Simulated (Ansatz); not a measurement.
# CH4ClFGe: small, medium and large basis sets

An exercise on one series of results from a longer session: the logs are not shown, and one member is left open.

The runs use Ansatz 0.2.0, Gaussian basis; one geometry, several basis sets.

The runs, in order: PBE0-D4/def2-SVP; ωB97M-V/def2-SVP; PBE0-D4/def2-QZVPP; ωB97M-V/def2-QZVPP; the functionals' def2-TZVPP values are taken from earlier runs.

### Structure used throughout

All runs share one geometry, relaxed beforehand with PBE0-D4 in a triple-zeta def2 set.

SMILES `[CH3][GeH]([F])[Cl]`, 8 atoms, charge 0, spin multiplicity 1.

Atoms are counted from 1 here; the program's logs count them from 0.

Bond lengths: C1–Ge2 1.926 Å, C1–H5 1.090 Å, C1–H6 1.091 Å, C1–H7 1.090 Å, Ge2–F3 1.735 Å, Ge2–Cl4 2.143 Å, Ge2–H8 1.532 Å. Angles: Ge2–C1–H5 110.0°, Ge2–C1–H6 109.7°, Ge2–C1–H7 109.0°, H5–C1–H6 109.5°, H5–C1–H7 109.3°, H6–C1–H7 109.4°, C1–Ge2–F3 107.6°, C1–Ge2–Cl4 109.9°, C1–Ge2–H8 118.5°, F3–Ge2–Cl4 105.6°, F3–Ge2–H8 106.3°, Cl4–Ge2–H8 108.1°.

Set-up of the first run:

Contents of in.yaml:

```yaml
crystal:
  periodic: [false, false, false]
  atoms:
    - {symbol: C, position_ang: [-0.227463, 1.039825, -0.099997]}
    - {symbol: Ge, position_ang: [0.142624, -0.824868, 0.211271]}
    - {symbol: F, position_ang: [1.838535, -0.974288, 0.547000]}
    - {symbol: Cl, position_ang: [-0.191137, -1.943771, -1.585756]}
    - {symbol: H, position_ang: [-1.277625, 1.172440, -0.361722]}
    - {symbol: H, position_ang: [-0.001662, 1.614897, 0.798885]}
    - {symbol: H, position_ang: [0.395263, 1.392955, -0.921837]}
    - {symbol: H, position_ang: [-0.586337, -1.534390, 1.356354]}
basis:
  gaussian: {orbitals: def2-SVP}
hamiltonian: {xc: pbe0, dispersion: d4}
output: {orbitals: {seedname: orbitals}}
```

Steps of the session up to this table: PBE0-D4 in def2-SVP; ωB97M-V in def2-SVP; PBE0-D4 in def2-QZVPP; ωB97M-V in def2-QZVPP.

One of the session's tables, all rows but one given; the rest of the session is left out.

It belongs to the step «Functionals by basis». 

```
functional       basis  HOMO (eV)  LUMO (eV)
   PBE0-D4    def2-SVP      -8.76       0.58
   PBE0-D4  def2-TZVPP      -8.90       0.19
   PBE0-D4  def2-QZVPP      -8.92       0.02
   ωB97M-V    def2-SVP          ?          ?
   ωB97M-V  def2-TZVPP     -11.13       2.15
   ωB97M-V  def2-QZVPP     -11.16       1.58
```

Q: Estimate the row for ωB97M-V, def2-SVP from the others.

**Answer.** HOMO (eV): -10.95; LUMO (eV): 2.66. In the column «HOMO (eV)» it lies between ωB97M-V, def2-TZVPP (-11.13) and PBE0-D4, def2-QZVPP (-8.92).
